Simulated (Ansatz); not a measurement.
The system is CoNiO2.

```
Ni Co O
1.0
     3.01433    0.00000    0.00000
     0.00000    3.01433    0.00000
     0.00000    0.00000    4.22229
Ni Co O
1 1 2
Direct
  0.00000 0.00000 0.00000
  0.50000 0.50000 0.50000
  0.00000 0.00000 0.50000
  0.50000 0.50000 0.00000
```

The cell comes from a database or a generator and needn't be the stable form of this composition.

Base run:

- Program: Ansatz 0.2.0
- Functional: PBEsol
- Potentials or basis: Ansatz PAW
- Cutoff: 420 eV (not typed: the program's choice for these potentials)
- k mesh: 7 × 7 × 5
- Occupations: fermi-dirac, width 0.05 eV
- Spin: collinear spin, ferromagnetic start
- Starting moments: [2.0, 4.0, 0.0, 0.0] μB
- Fixed moment: 6 μB

Its results: pressure 1.7 GPa; site moments Ni +1.67; Co +2.76; O +0.55 μB.

Problem. After a change of settings the same cell gave: pressure -13.2 GPa; site moments Ni -1.37; Co +2.16; O +0.06, -0.13 μB. Which change was it?
A. fixed moment from 6 μB to 3 μB; moments at the start from [2.0, 4.0, 0.0, 0.0] to [1.0, 2.0, 0.0, 0.0]
B. fixed moment from 6 μB to 0.8 μB; moments at the start from [2.0, 4.0, 0.0, 0.0] to [0.27, 0.53, 0.0, 0.0]
C. fixed moment from 6 μB to 2.2 μB; moments at the start from [2.0, 4.0, 0.0, 0.0] to [0.73, 1.47, 0.0, 0.0]
D. fixed moment from 6 μB to 4.5 μB; moments at the start from [2.0, 4.0, 0.0, 0.0] to [1.5, 3.0, 0.0, 0.0]

Solution. B.

Caveats: the total moment is fixed, so each spin has its own Fermi level; the PAW data sets come from PBE, with cores solved anew for the run's functional, which leaves a small shift of forces and pressure; the thresholds are loose for stress; the starting moments weren't kept (some runs).
